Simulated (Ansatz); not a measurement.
# C₂H₇BSi: basis-set convergence

An exercise on one series of results from a longer session: the logs are not shown, and one member is left open.

Method: one geometry, several basis sets; program: Ansatz 0.2.0, Gaussian basis.

Levels to be run: PBE0-D4/def2-SVP; ωB97M-V/def2-SVP; PBE0-D4/def2-QZVPP; ωB97M-V/def2-QZVPP; the functionals' def2-TZVPP values are taken from earlier runs.

### Structure used throughout

An earlier PBE0-D4 in a triple-zeta def2 set relaxation fixed the geometry.

11 atoms, charge 0, spin multiplicity 1.

Atoms are counted from 1 here; the program's logs count them from 0.

Bond lengths: C1–C2 1.340 Å, C1–H5 1.087 Å, C1–H6 1.086 Å, C2–B3 1.536 Å, C2–H7 1.089 Å, B3–Si4 2.018 Å, B3–H8 1.200 Å, Si4–H9 1.494 Å, Si4–H10 1.488 Å, Si4–H11 1.494 Å. Angles: C2–C1–H5 122.8°, C2–C1–H6 120.6°, H5–C1–H6 116.5°, C1–C2–B3 120.5°, C1–C2–H7 117.4°, B3–C2–H7 122.0°, C2–B3–Si4 121.9°, C2–B3–H8 116.8°, Si4–B3–H8 121.2°, B3–Si4–H9 109.9°, B3–Si4–H10 114.7°, B3–Si4–H11 109.7°, H9–Si4–H10 107.8°, H9–Si4–H11 106.6°, H10–Si4–H11 107.8°.

The first run:

Contents of in.yaml:

```yaml
crystal:
  periodic: [false, false, false]
  atoms:
    - {symbol: C, position_ang: [0.182816, 2.266009, -0.209622]}
    - {symbol: C, position_ang: [0.187147, 1.037789, 0.326649]}
    - {symbol: B, position_ang: [-0.150831, -0.189972, -0.531923]}
    - {symbol: Si, position_ang: [-0.140646, -2.059141, 0.227453]}
    - {symbol: H, position_ang: [0.421376, 3.159809, 0.361871]}
    - {symbol: H, position_ang: [-0.062837, 2.411053, -1.257704]}
    - {symbol: H, position_ang: [0.442139, 0.951817, 1.382093]}
    - {symbol: H, position_ang: [-0.424051, 0.012966, -1.682730]}
    - {symbol: H, position_ang: [1.200324, -2.363998, 0.810527]}
    - {symbol: H, position_ang: [-0.464895, -3.130667, -0.753109]}
    - {symbol: H, position_ang: [-1.125245, -2.152564, 1.347098]}
basis:
  gaussian: {orbitals: def2-SVP}
hamiltonian: {xc: pbe0, dispersion: d4}
output: {orbitals: {seedname: orbitals}}
```

The run is started by

```sh
$ ansatz run in.yaml --threads 2 --pin off --events-out ev --progress --plain --max-ram 4352MiB
```

Steps of the session up to this table: PBE0-D4 in def2-SVP; ωB97M-V in def2-SVP; PBE0-D4 in def2-QZVPP; ωB97M-V in def2-QZVPP.

One of the session's tables, all rows but one given; the rest of the session is left out.

```
functional       basis  HOMO (eV)  LUMO (eV)
   PBE0-D4    def2-SVP      -7.98      -2.44
   PBE0-D4  def2-TZVPP      -7.99      -2.49
   PBE0-D4  def2-QZVPP      -8.00      -2.50
   ωB97M-V    def2-SVP     -10.13      -0.37
   ωB97M-V  def2-TZVPP     -10.17      -0.49
   ωB97M-V  def2-QZVPP          ?          ?
```

**Question.** Estimate the row for ωB97M-V, def2-QZVPP.

The run gave: HOMO (eV): -10.18; LUMO (eV): -0.51. In the column «HOMO (eV)» it is the lowest.
